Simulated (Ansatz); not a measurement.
# C3H8OSi: the cost of one run

All numbers below are computed with Ansatz 0.2.0 (RKS BLYP-D4/6-31G*).

## Step 1: The starting structure

Bond lengths: C1–C2 1.457 Å, C2–O3 1.370 Å, C2–C4 1.397 Å, C4–Si5 1.832 Å, C1–H6 1.066 Å, C1–H7 1.088 Å, C1–H8 1.155 Å, O3–H9 0.977 Å, C4–H10 1.014 Å, Si5–H11 1.522 Å, Si5–H12 1.485 Å, Si5–H13 1.532 Å. Angles (14 of 19 angles, heavy atoms first): C1–C2–O3 110.3°, C1–C2–C4 130.6°, O3–C2–C4 119.1°, C2–C4–Si5 125.6°, C2–C1–H6 114.8°, C2–C1–H7 111.1°, C2–C1–H8 111.1°, C2–O3–H9 108.2°, C2–C4–H10 120.1°, Si5–C4–H10 114.2°, C4–Si5–H11 109.3°, C4–Si5–H12 107.7°, C4–Si5–H13 113.5°, H6–C1–H7 109.5°.

As a file:

```xyz
13

C    -1.2155   -0.7445    0.9127
C     0.0361   -0.9410    0.1925
O     0.4184   -2.2550    0.2558
C     0.8601   -0.0248   -0.4657
Si    0.4843    1.7481   -0.7331
H    -1.1675   -0.9500    1.9574
H    -2.0196   -1.3247    0.4647
H    -1.5667    0.3542    0.8447
H     1.2992   -2.3373   -0.1599
H     1.7157   -0.3390   -0.9094
H     0.3989    2.4529    0.6132
H     1.6157    2.3396   -1.4913
H    -0.8388    1.9868   -1.4667
```

## Step 2: End point A

input.yaml reads:

```yaml
crystal:
  periodic: [false, false, false]
  atoms:
    - { symbol: C, position_ang: [-1.2155, -0.7445, 0.9127] }
    - { symbol: C, position_ang: [0.0361, -0.941, 0.1925] }
    - { symbol: O, position_ang: [0.4184, -2.255, 0.2558] }
    - { symbol: C, position_ang: [0.8601, -0.0248, -0.4657] }
    - { symbol: Si, position_ang: [0.4843, 1.7481, -0.7331] }
    - { symbol: H, position_ang: [-1.1675, -0.95, 1.9574] }
    - { symbol: H, position_ang: [-2.0196, -1.3247, 0.4647] }
    - { symbol: H, position_ang: [-1.5667, 0.3542, 0.8447] }
    - { symbol: H, position_ang: [1.2992, -2.3373, -0.1599] }
    - { symbol: H, position_ang: [1.7157, -0.339, -0.9094] }
    - { symbol: H, position_ang: [0.3989, 2.4529, 0.6132] }
    - { symbol: H, position_ang: [1.6157, 2.3396, -1.4913] }
    - { symbol: H, position_ang: [-0.8388, 1.9868, -1.4667] }
basis:
  gaussian: { orbitals: "6-31G*" }
hamiltonian:
  xc: blyp
  dispersion: d4
relax:
  f_tol: 0.015
  max_steps: 40
```

The run is started by

```sh
$ ansatz run input.yaml --threads 2 --pin off --max-ram 3072MiB --backend cpu --events-out ev --progress --plain --runs-dir out
```

Q: Estimate wall time and peak memory on 2 threads of Arm Neoverse V2, shared host.

About 12 s, with a peak of 0.13 GiB.
